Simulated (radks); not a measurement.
# Valence configurations of Ce³⁺

NIST gives [Xe] 4f1 as the ground configuration of Ce³⁺. Does this level of theory agree? Several fillings of the valence shells are run.

Method: scalar-relativistic Kohn-Sham, r2SCAN, spin-polarised, spherical densities, finite nucleus; open shells are filled with parallel spins first. Code: radks (a radial shooting solver on a logarithmic mesh, Libxc functionals) version 1.

## 1. What is computed

* element: cerium (Z = 58)
* charge: +3
* electrons: 55
* configuration: [Xe] 4f1
* nuclear rms radius: 4.8771 fm
* others tried: 6s1; 5d1; 4f0.5 6s0.5; 4f0.5 6p0.5; 6p1; 4f0.5 5d0.5

The outer shells:

Ce³⁺
```
[Xe] core
4f [↑ ][  ][  ][  ][  ][  ][  ]
```

## 2. [Xe] 4f1

Input:

```text
Z 58
configuration [Xe] 4f1
relativity scalar-relativistic
functional r2scan,r2scan
spin polarised
nucleus finite rms 4.8771 fm
c 137.035999084
```

## 3. [Xe] 6s1

Changes since step 2:

```diff
@@ -1,3 +1,3 @@
 Z 58
-configuration [Xe] 4f1
+configuration [Xe] 6s1
 relativity scalar-relativistic
```

## 4. [Xe] 5d1

Changes since step 3:

```diff
@@ -1,3 +1,3 @@
 Z 58
-configuration [Xe] 6s1
+configuration [Xe] 5d1
 relativity scalar-relativistic
```

## 5. [Xe] 4f0.5 6s0.5

Changes since step 4:

```diff
@@ -1,3 +1,3 @@
 Z 58
-configuration [Xe] 5d1
+configuration [Xe] 4f0.5 6s0.5
 relativity scalar-relativistic
```

## 6. [Xe] 4f0.5 6p0.5

Changes since step 5:

```diff
@@ -1,3 +1,3 @@
 Z 58
-configuration [Xe] 4f0.5 6s0.5
+configuration [Xe] 4f0.5 6p0.5
 relativity scalar-relativistic
```

## 7. [Xe] 6p1

Changes since step 6:

```diff
@@ -1,3 +1,3 @@
 Z 58
-configuration [Xe] 4f0.5 6p0.5
+configuration [Xe] 6p1
 relativity scalar-relativistic
```

## 8. [Xe] 4f0.5 5d0.5

Changes since step 7:

```diff
@@ -1,3 +1,3 @@
 Z 58
-configuration [Xe] 6p1
+configuration [Xe] 4f0.5 5d0.5
 relativity scalar-relativistic
```

What does the calculation give? Wanted: for each run, valence; E − E(NIST configuration); moment; highest level; its energy; 1s shift.

As calculated:

```csv
valence,E − E(NIST configuration) (eV),moment (μB),highest level,its energy (eV),1s shift (eV)
4f1,0.000,1,4f up,-28.421,+0.00
4f0.5 5d0.5,3.117,1,5d up,-24.396,-3.87
4f0.5 6s0.5,5.051,1,6s up,-21.751,-5.47
5d1,7.205,1,5d up,-25.546,-7.93
4f0.5 6p0.5,7.317,1,6p up,-17.357,-5.98
6s1,11.482,1,6s up,-23.354,-11.21
6p1,16.337,1,6p up,-18.844,-12.21
```

Theory agrees with NIST among these: the next, 4f0.5 5d0.5, lies 3.117 eV higher. The energies are those of spherical high-spin densities, not of single terms. The 1s eigenvalue shifts by up to 12.21 eV as the valence charge is rearranged.
